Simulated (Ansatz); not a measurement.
NbTe under changes of volume

One of the cells (21.934 Å³/atom); the others are scaled copies at fixed shape and fractional positions:

```
Te Nb
1.0
     3.70297    0.00000    0.00000
    -1.85149    3.20687    0.00000
     0.00000    0.00000    3.69421
Te Nb
1 1
Direct
  0.66667 0.33333 0.00000
  0.00000 0.00000 0.50000
```

The cell comes from a database or a generator and needn't be the stable form of this composition.

| Item | Value |
| --- | --- |
| Program | Ansatz 0.2.0 |
| Functional | r2SCAN |
| Potentials or basis | Ansatz PAW |
| Cutoff | 500 eV (not typed: the program's choice for these potentials) |
| k mesh | 8 × 8 × 7 |
| Occupations | fermi-dirac, width 0.05 eV |
| Spin | no spin polarisation |

```tsv
volume (Å³/atom)	energy over the lowest point (meV/atom)	pressure (GPa)
20.618	21.81	7.2
21.057	?	?
21.496	0.00	1.1
21.934	0.69	-1.5
22.373	8.03	-3.8
22.812	21.30	-5.8
23.250	39.87	-7.6
```

What does the run at 21.057 Å³/atom give?

Energy over the lowest point 6.74 meV/atom; pressure 4.0 GPa.

Worked out: A Birch-Murnaghan fit of order 3 (a polynomial in V^(-2/3)) to the other rows has its minimum at 21.67 Å³/atom with B0 = V·E''(V) = 128 GPa and B' = 4.5 at fixed shape and positions, which overstates the stiffness. It gives 6.74 meV/atom at 21.057 Å³/atom, against the run's 6.74, and -dE/dV = 3.9 GPa, against 4.0.

Energies are extrapolated to zero smearing.

Caveats: the PAW data sets come from PBE, with cores solved anew for the run's functional, which leaves a small shift of forces and pressure.
